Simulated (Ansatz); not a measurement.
Run this with Ansatz's Python interface and show what comes out.

The script, `opt_c2h5fsse.py`:
```python
from dataclasses import dataclass
import logging
import sys

import ansatz as az
from ase import Atoms
import numpy as np

logging.basicConfig(stream=sys.stdout, format="[%(levelname)s] %(message)s")
logger = logging.getLogger("run")
logger.setLevel(logging.INFO)


@dataclass(frozen=True)
class Options:
    basis_set: str = "def2-SVP"
    xc: str = "b3lyp"
    vdw: str = "d4"


opts = Options()


def main() -> None:
    atoms = Atoms(["C", "S", "C", "F", "Se", "H", "H", "H", "H", "H"], positions=[
        [-1.6275, -0.2307, 0.1574],
        [-0.3209, -1.288, 0.661],
        [0.9871, -0.0905, 0.3078],
        [2.2297, -0.4776, 0.9976],
        [1.4106, -0.0639, -1.6032],
        [-1.6992, 0.7359, 0.7849],
        [-1.5264, 0.1106, -0.913],
        [-2.5999, -0.7086, 0.2504],
        [0.7419, 0.9418, 0.7083],
        [2.4875, 1.0199, -1.3481],
    ])
    mol = az.Crystal.molecule_from_ase(atoms)

    base = mol.calculation()
    base = base.basis(gaussian=opts.basis_set)
    base = base.functional(opts.xc, dispersion=opts.vdw)
    symbols = [site.symbol for site in mol.cartesian_sites]
    start = np.array([site.position_ang for site in mol.cartesian_sites], dtype=float)
    rep = base.relax(force_tolerance=0.005).run(threads=1, backend="cpu").report
    end = np.array(rep["positions_ang"])

    logger.info(f"E = {rep['free_energy_ev']:.6f} eV = {rep['free_energy_ev'] / 27.211386246:.7f} Ha")
    print("converged:", rep["converged"], " doubts:", rep["published_state_doubts"] or "none")

    logger.info("bond        before    after (A)")
    for i, j in [(0, 1), (0, 5), (0, 6), (0, 7), (1, 2), (2, 3), (2, 4), (2, 8), (4, 9)]:
        d0, d1 = (np.linalg.norm(xyz[i] - xyz[j]) for xyz in (start, end))
        print(f"{symbols[i]}{i}-{symbols[j]}{j}".ljust(10), f"{d0:8.4f} {d1:8.4f}")

    charges = rep["charge_distribution"]
    print("dipole moment", round(4.803205 * float(np.linalg.norm(charges["dipole_moment_e_ang"])), 3), "D")
    print("Mulliken:", [(s, round(q, 3)) for s, q in zip(symbols, charges["mulliken_charges_e"])])


if __name__ == "__main__":
    main()
```

```console
$ python opt_c2h5fsse.py
[INFO] E = -81043.552897 eV = -2978.2956357 Ha
converged: True  doubts: none
[INFO] bond        before    after (A)
C0-S1        1.7546   1.8206
C0-H5        1.1546   1.1008
C0-H6        1.1280   1.0998
C0-H7        1.0875   1.0989
S1-C2        1.8082   1.8262
C2-F3        1.4730   1.3626
C2-Se4       1.9575   1.9787
C2-H8        1.1341   1.1016
Se4-H9       1.5490   1.4808
dipole moment 2.649 D
Mulliken: [('C', -0.107), ('S', -0.059), ('C', 0.108), ('F', -0.219), ('Se', 0.004), ('H', 0.061), ('H', 0.067), ('H', 0.065), ('H', 0.058), ('H', 0.022)]
```

Caveats:
- Total energies depend on the basis set; only differences at equal settings carry meaning.
- The end point is the stationary point reached from this start; no frequency run checks that it is a minimum, and the basis set is modest.
- b3lyp holds the VWN-RPA fit, as in Gaussian; the form of ORCA and Turbomole is b3lyp5.
- Timing: 80 s on 1 thread of Intel(R) Xeon(R) Platinum 8259CL CPU @ 2.50GHz (Skylake/Cascade Lake) (shared host), peak memory 0.38 GiB.

(Lines on the test bed's own set-up are left out of the output.)
